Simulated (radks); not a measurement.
# Fractional charge and spin in the 4s shell of scandium

Aim: the energy as the spin-up occupation of 4s runs from 0 to 1 and the spin-down one from 0 to 1, against the two flat planes that join the four corners. Added charge counts from the emptiest corner (up 0, down 0).

Program: radks (a radial shooting solver on a logarithmic mesh, Libxc functionals) version 1. Level of theory: non-relativistic Kohn-Sham, LDA (Slater exchange, Perdew-Wang correlation), spin-polarised, spherical densities, point nucleus. These are calculated values, not measurements, unless marked.

## (1) The system

```
element       : scandium (Z = 21)
configuration : [Ar] 3d(up 0.5, down 0.5) 4s(up 1, down 1)
```

A shell typed twice in an input gives spin up, then spin down.

## (2) 4s: up 1, down 1

The run's settings:

```text
Z 21
configuration [Ar] 3d0.5 3d0.5 4s1 4s1
relativity non-relativistic
functional lda,pw
spin polarised
nucleus point
```

## (3) 4s: up 1, down 0.75

The run's settings:

```text
Z 21
configuration [Ar] 3d0.5 3d0.5 4s1 4s0.75
relativity non-relativistic
functional lda,pw
spin polarised
nucleus point
```

## (4) 4s: up 1, down 0.5

The run's settings:

```text
Z 21
configuration [Ar] 3d0.5 3d0.5 4s1 4s0.5
relativity non-relativistic
functional lda,pw
spin polarised
nucleus point
```

## (5) 4s: up 1, down 0.25

The run's settings:

```text
Z 21
configuration [Ar] 3d0.5 3d0.5 4s1 4s0.25
relativity non-relativistic
functional lda,pw
spin polarised
nucleus point
```

## (6) 4s: up 1, down 0

The run's settings:

```text
Z 21
configuration [Ar] 3d0.5 3d0.5 4s1 4s0
relativity non-relativistic
functional lda,pw
spin polarised
nucleus point
```

## (7) 4s: up 0.75, down 0.75

The run's settings:

```text
Z 21
configuration [Ar] 3d0.5 3d0.5 4s0.75 4s0.75
relativity non-relativistic
functional lda,pw
spin polarised
nucleus point
```

## (8) 4s: up 0.75, down 0.5

The run's settings:

```text
Z 21
configuration [Ar] 3d0.5 3d0.5 4s0.75 4s0.5
relativity non-relativistic
functional lda,pw
spin polarised
nucleus point
```

## (9) 4s: up 0.75, down 0.25

The run's settings:

```text
Z 21
configuration [Ar] 3d0.5 3d0.5 4s0.75 4s0.25
relativity non-relativistic
functional lda,pw
spin polarised
nucleus point
```

## (10) 4s: up 0.75, down 0

The run's settings:

```text
Z 21
configuration [Ar] 3d0.5 3d0.5 4s0.75 4s0
relativity non-relativistic
functional lda,pw
spin polarised
nucleus point
```

## (11) 4s: up 0.5, down 0.5

The run's settings:

```text
Z 21
configuration [Ar] 3d0.5 3d0.5 4s0.5 4s0.5
relativity non-relativistic
functional lda,pw
spin polarised
nucleus point
```

## (12) 4s: up 0.5, down 0.25

The run's settings:

```text
Z 21
configuration [Ar] 3d0.5 3d0.5 4s0.5 4s0.25
relativity non-relativistic
functional lda,pw
spin polarised
nucleus point
```

## (13) 4s: up 0.5, down 0

The run's settings:

```text
Z 21
configuration [Ar] 3d0.5 3d0.5 4s0.5 4s0
relativity non-relativistic
functional lda,pw
spin polarised
nucleus point
```

## (14) 4s: up 0.25, down 0.25

The run's settings:

```text
Z 21
configuration [Ar] 3d0.5 3d0.5 4s0.25 4s0.25
relativity non-relativistic
functional lda,pw
spin polarised
nucleus point
```

## (15) 4s: up 0.25, down 0

The run's settings:

```text
Z 21
configuration [Ar] 3d0.5 3d0.5 4s0.25 4s0
relativity non-relativistic
functional lda,pw
spin polarised
nucleus point
```

## (16) 4s: up 0, down 0

The run's settings:

```text
Z 21
configuration [Ar] 3d0.5 3d0.5 4s0 4s0
relativity non-relativistic
functional lda,pw
spin polarised
nucleus point
```

Q: Predict the outcome of this session. Wanted: for each run, down \ up; 0; 0.25; 0.5; 0.75; 1.

As calculated:

```tsv
down \ up	0	0.25	0.5	0.75	1
0	0.000	-0.518	-0.705	-0.534	0.000
0.25	-0.518	-0.635	-0.413	0.162	-0.480
0.5	-0.705	-0.413	0.215	-0.385	-0.641
0.75	-0.534	0.162	-0.385	-0.598	-0.479
1	0.000	-0.480	-0.641	-0.479	0.000
```

**Reading.** The table gives the energy in eV minus the planes, whose edge runs along up + down = one added electron; mirror points follow by spin symmetry. With half an added electron in each spin it lies 0.21 eV above the planes. With half an electron added in spin up alone it lies 0.71 eV below them. The planes are only a guide here: the condition holds for ground states with one frontier orbital, and this shell lies below others.
